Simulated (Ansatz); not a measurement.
**C2H5AlO: up Jacob's ladder to CCSD(T)**

How much do the methods differ for C2H5AlO? The plan is to run it at one geometry with functionals of several rungs and with coupled cluster, and see how far each lands from CCSD(T) at the basis-set limit for the atomisation energy.

The runs use Ansatz 0.2.0, Gaussian basis; functionals in def2-TZVPP, the program's frozen cores in correlated methods.

Plan: LDA (SPW92), PBE-D4, revPBE-D4, BLYP-D4, r2SCAN-D4, B97M-V, PBE0-D4, B3LYP-D4, r2SCANh-D4, r2SCAN0-D4, HSE06-D4, BHLYP-D4, CAM-B3LYP-D4, LC-ωPBE, ωB97X-V, ωB97M-V, B2PLYP, PBE-QIDH; CCSD(T)/def2-SVP; CCSD(T)/def2-TZVPP; MP2/def2-QZVPP; extrapolation to the limit; RPA on PBE.

## (1) The relaxed structure

The geometry comes from an earlier relaxation with PBE0-D4 in a triple-zeta def2 set; it is a stationary point, not always the lowest conformer.

SMILES `[CH3][Al]1[CH2][O]1`, 9 atoms, charge 0, spin multiplicity 1.

Atoms are counted from 1 here; the program's logs count them from 0.

Bond lengths: C1–Al2 1.934 Å, C1–H5 1.093 Å, C1–H6 1.091 Å, C1–H7 1.094 Å, Al2–C3 1.883 Å, Al2–O4 1.707 Å, C3–O4 1.488 Å, C3–H8 1.091 Å, C3–H9 1.091 Å. Angles: Al2–C1–H5 110.3°, Al2–C1–H6 112.2°, Al2–C1–H7 110.1°, H5–C1–H6 108.5°, H5–C1–H7 107.6°, H6–C1–H7 108.1°, C1–Al2–C3 171.7°, C1–Al2–O4 139.6°, C3–Al2–O4 48.7°, Al2–C3–O4 59.5°, Al2–C3–H8 123.8°, Al2–C3–H9 123.8°, O4–C3–H8 112.4°, O4–C3–H9 112.4°, H8–C3–H9 110.7°, Al2–O4–C3 71.8°.

## (2) LDA

This LDA is Slater exchange with PW92 correlation.

in.yaml

```yaml
crystal:
  periodic: [false, false, false]
  atoms:
    - {symbol: C, position_ang: [-0.670851, 1.320193, -1.081511]}
    - {symbol: Al, position_ang: [0.051345, -0.076663, 0.044160]}
    - {symbol: C, position_ang: [0.678725, -1.280205, 1.349332]}
    - {symbol: O, position_ang: [0.789341, -1.609532, -0.097895]}
    - {symbol: H, position_ang: [0.039713, 1.575000, -1.872095]}
    - {symbol: H, position_ang: [-0.900203, 2.225968, -0.517471]}
    - {symbol: H, position_ang: [-1.591178, 0.976783, -1.562074]}
    - {symbol: H, position_ang: [0.038540, -1.980490, 1.887682]}
    - {symbol: H, position_ang: [1.653168, -1.197355, 1.832773]}
basis:
  gaussian: {orbitals: def2-TZVPP}
hamiltonian: {xc: lda}
output: {orbitals: {seedname: orbitals}}
```

Command:

```console
$ ansatz run in.yaml --threads 2 --pin off --events-out ev --progress --plain --max-ram 4352MiB
```

After this run come: PBE-D4 (GGA); revPBE-D4 (GGA); BLYP-D4 (GGA); r2SCAN-D4 (meta-GGA); B97M-V (meta-GGA); B3LYP-D4 (hybrid); r2SCANh-D4 (hybrid); r2SCAN0-D4 (hybrid); HSE06-D4 (hybrid); BHLYP-D4 (hybrid); CAM-B3LYP-D4 (range-separated); LC-ωPBE (range-separated); ωB97X-V (range-separated); ωB97M-V (range-separated); B2PLYP (double hybrid); PBE-QIDH (double hybrid); CCSD(T) in def2-SVP; CCSD(T) in def2-TZVPP; MP2 in def2-QZVPP; RPA on PBE orbitals.

**Question.** What will the summary of the whole plan be? Wanted: atomisation energy, CCSD(T)/CBS; farthest beyond LDA; mean size of error, GGA; mean size of error, meta-GGA; mean size of error, hybrid; mean size of error, range-separated; mean size of error, double hybrid; gap, smallest and largest; T1 diagnostic.

**Answer**, as computed:

```
                               quantity                                                                                              value
        atomisation energy, CCSD(T)/CBS                                                                                      3291.8 kJ/mol
 functionals within 16.5 kJ/mol (0.5 %)  BLYP-D4, B97M-V, PBE0-D4, B3LYP-D4, r2SCANh-D4, HSE06-D4, CAM-B3LYP-D4, LC-ωPBE, ωB97X-V, ωB97M-V
                    farthest beyond LDA                                                                           BHLYP-D4 (-121.2 kJ/mol)
                mean size of error, GGA                                                                                        31.7 kJ/mol
           mean size of error, meta-GGA                                                                                        14.8 kJ/mol
             mean size of error, hybrid                                                                                        31.7 kJ/mol
    mean size of error, range-separated                                                                                         4.1 kJ/mol
      mean size of error, double hybrid                                                                                        30.9 kJ/mol
              gap, smallest and largest                                                              3.46 eV (BLYP-D4), 10.24 eV (LC-ωPBE)
                          T1 diagnostic                                                                                             0.0146
triples share of the correlation energy                                                                                              4.0 %
```

What this shows: The LDA atomisation energy is off by 479.7 kJ/mol (15 %): it overbinds. PBE-D4 misses by +67.2 kJ/mol. Double hybrids carry the basis error of their MP2 part in triple zeta, and no dispersion term here, so their miss is partly the set-up's. The rungs range-separated, meta-GGA miss on average by less than the doubt on the reference (16.5 kJ/mol), so they tie. The reference freezes the cores and leaves out relativity and excitations past (T), so misses under about 16.5 kJ/mol can't be ranked. Hartree-Fock recovers 71 % of the binding; the rest is correlation. CCSD(T) in def2-SVP is off by -189.1 kJ/mol, worse than the median functional, from the basis alone. Orbital gaps span 3.5 to 10.2 eV; exact exchange widens them.
